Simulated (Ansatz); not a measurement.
# InH4 (doublet): from Hartree-Fock to the top rungs, def2-TZVPD

How much of the correlation energy of InH4 (doublet) does each wave-function method recover here?

Method: def2-TZVPD, core rule «outside noble gas», up to 9 orbitals frozen; program: Ansatz 0.2.0, Gaussian basis.

To be run: UHF; CCSD(T) on ROHF; CCSD(T) on UHF; BCCD(T) on ROHF; CCSDT(Q) on ROHF; CCSDT(Q) on UHF; CASSCF and MRCISD+Q, 7 electrons in 8 orbitals; CASSCF and NEVPT2, 7 electrons in 8 orbitals.

2 further runs of the same task are left out: 2 set aside as unsound or not needed.

## Step 1: The system

The geometry is a PBE0/def2-TZVPD stationary point (not a proven minimum) of the parent state, kept for this charge and spin. No spin-orbit coupling is included. Elements past krypton take def2 core potentials.

5 atoms, charge 0, spin multiplicity 2.

Atoms are counted from 1 here; the program's logs count them from 0.

Bond lengths: In1–H2 1.786 Å, In1–H3 1.786 Å, In1–H4 1.786 Å, In1–H5 1.786 Å. Angles: H2–In1–H3 90.0°, H2–In1–H4 180.0°, H2–In1–H5 90.0°, H3–In1–H4 90.0°, H3–In1–H5 180.0°, H4–In1–H5 90.0°.

## Step 2: UHF

File in.yaml:

```yaml
crystal:
  periodic: [false, false, false]
  atoms:
    - {symbol: In, position_ang: [0.000000, 0.000000, 0.000000]}
    - {symbol: H, position_ang: [1.263100, 0.000000, 1.263100]}
    - {symbol: H, position_ang: [-1.263100, 0.000000, 1.263100]}
    - {symbol: H, position_ang: [-1.263100, 0.000000, -1.263100]}
    - {symbol: H, position_ang: [1.263100, 0.000000, -1.263100]}
basis:
  gaussian: {orbitals: def2-TZVPD}
magnetization: {spin_polarized: true, initial_magnetization: 1}
hamiltonian: {xc: hf}
output: {orbitals: {seedname: orbitals}}
```

The run is started by

```
$ ansatz run in.yaml --threads 1 --pin off --events-out ev --progress --plain --max-ram 4096MiB --backend cpu
```

After this run come: CCSD(T) on ROHF; CCSD(T) on UHF; BCCD(T) on ROHF; CCSDT(Q) on ROHF; CCSDT(Q) on UHF; CASSCF and MRCISD+Q, 7 electrons in 8 orbitals; CASSCF and NEVPT2, 7 electrons in 8 orbitals.

Q: Predict the results of all the runs planned. Wanted: UCCSDT(Q) below the RHF energy; RMP2 from UCCSDT(Q); UMP2 from UCCSDT(Q); RCCSD from UCCSDT(Q); RCCSD(T) from UCCSDT(Q); UCCSD(T) from UCCSDT(Q); RCCSDT(Q) from UCCSDT(Q); NEVPT2 valence from UCCSDT(Q); MRCISD+Q valence from UCCSDT(Q).

The runs gave:

| quantity | value |
| --- | --- |
| UCCSDT(Q) below the RHF energy | -3.8862 eV |
| RMP2 from UCCSDT(Q) | +21.44 kcal/mol |
| UMP2 from UCCSDT(Q) | +21.97 kcal/mol |
| RCCSD from UCCSDT(Q) | +2.84 kcal/mol |
| RCCSD(T) from UCCSDT(Q) | +0.76 kcal/mol |
| UCCSD(T) from UCCSDT(Q) | +0.65 kcal/mol |
| RCCSDT(Q) from UCCSDT(Q) | +0.17 kcal/mol |
| NEVPT2 valence from UCCSDT(Q) | +12.38 kcal/mol |
| MRCISD+Q valence from UCCSDT(Q) | -0.17 kcal/mol |
| levels within 1 kcal/mol (43 meV) | RCCSD(T), UCCSD(T), BCCD(T), RCCSDT, UCCSDT, RCCSDT(Q), MRCISD+Q valence |
| T1 diagnostic | 0.030 |
| effectively unpaired electrons | 1.04 |

What this shows: RCCSD(T) misses by +0.76 kcal/mol, 0.9 % of the correlation energy. One determinant dominates. Of the multireference levels listed MRCISD+Q valence comes nearest in total energy (-0.17 kcal/mol), which doesn't show that its space is the better one. These misses are within one basis, not against nature; the frozen cores of restricted and unrestricted runs differ, which can shift their rows.
